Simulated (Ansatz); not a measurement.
# Y3Zr2F: the cost of one run

Computed with Ansatz 0.2.0 (DFT PBE, scalar-relativistic, plane waves, PAW, unless a step's input says otherwise).

1 further run of the same task is left out (it didn't finish).

## (1) The starting structure

It takes space group P6/mmm (No. 191, hexagonal). The conventional cell has a = 5.455 Å, b = 5.455 Å, c = 5.310 Å, α = 90.00°, β = 90.00°, γ = 120.00°. Y (site symmetry mmm) is surrounded by 4 Y at 2.73 Å and 4 Zr at 2.96 Å. Zr (site symmetry 6mm) has 1 F at 1.50 Å in its first shell of neighbours. Around F (site symmetry 6/mmm) lie 2 Zr at 1.50 Å.

Structure file:

```cif
data_structure
_symmetry_space_group_name_H-M 'P6/mmm'
_symmetry_Int_Tables_number 191
_cell_length_a 5.4548
_cell_length_b 5.4548
_cell_length_c 5.3099
_cell_angle_alpha 90.000
_cell_angle_beta 90.000
_cell_angle_gamma 120.000
_cell_volume 136.83
loop_
_atom_site_label
_atom_site_type_symbol
_atom_site_symmetry_multiplicity
_atom_site_Wyckoff_symbol
_atom_site_fract_x
_atom_site_fract_y
_atom_site_fract_z
_atom_site_occupancy
Y1 Y 3 f 0.50000 0.00000 0.00000 1
Zr1 Zr 2 e 0.00000 0.00000 0.21694 1
F1 F 1 b 0.00000 0.00000 0.50000 1
```

A structure generator made this guess: random cell by space group and Wyckoff sites (P6/mmm, No. 191). Lengths come from tabulated atomic sizes and are only a guess.

## (2) Probe: one point on a coarse mesh

Input file input.yaml:

```yaml
crystal:
  lattice:
    - [5.45479029, 0.0, 0.0]
    - [-2.72739514, 4.72398696, 0.0]
    - [0.0, 0.0, 5.30992507]
  atoms:
    - { symbol: "Y", position: [0.5, 0.0, 0.0] }
    - { symbol: "Y", position: [0.0, 0.5, 0.0] }
    - { symbol: "Y", position: [0.5, 0.5, 0.0] }
    - { symbol: Zr, position: [0.0, 0.0, 0.21693733] }
    - { symbol: Zr, position: [0.0, 0.0, 0.78306267] }
    - { symbol: F, position: [0.0, 0.0, 0.5] }
basis:
  ecutwfc: 420
kpoints:
  mp_grid: { grid: [6, 6, 4] }
hamiltonian:
  xc: pbe
scf:
  occupations: { method: gaussian, width: 0.1 }
  lower_state_search: "off"
output:
  forces: true
  stress: true
  eigenvalues: true
```

Started as:

```bash
$ ansatz run input.yaml --threads 1 --pin off --max-ram 2560MiB --backend cpu --events-out ev --progress --plain --runs-dir out
```

**Question.** How long does this run take on 1 thread of Intel Xeon at 2.50GHz (Skylake/Cascade Lake), shared host, and how much memory does it need?

About 17 s, with a peak of 0.46 GiB.
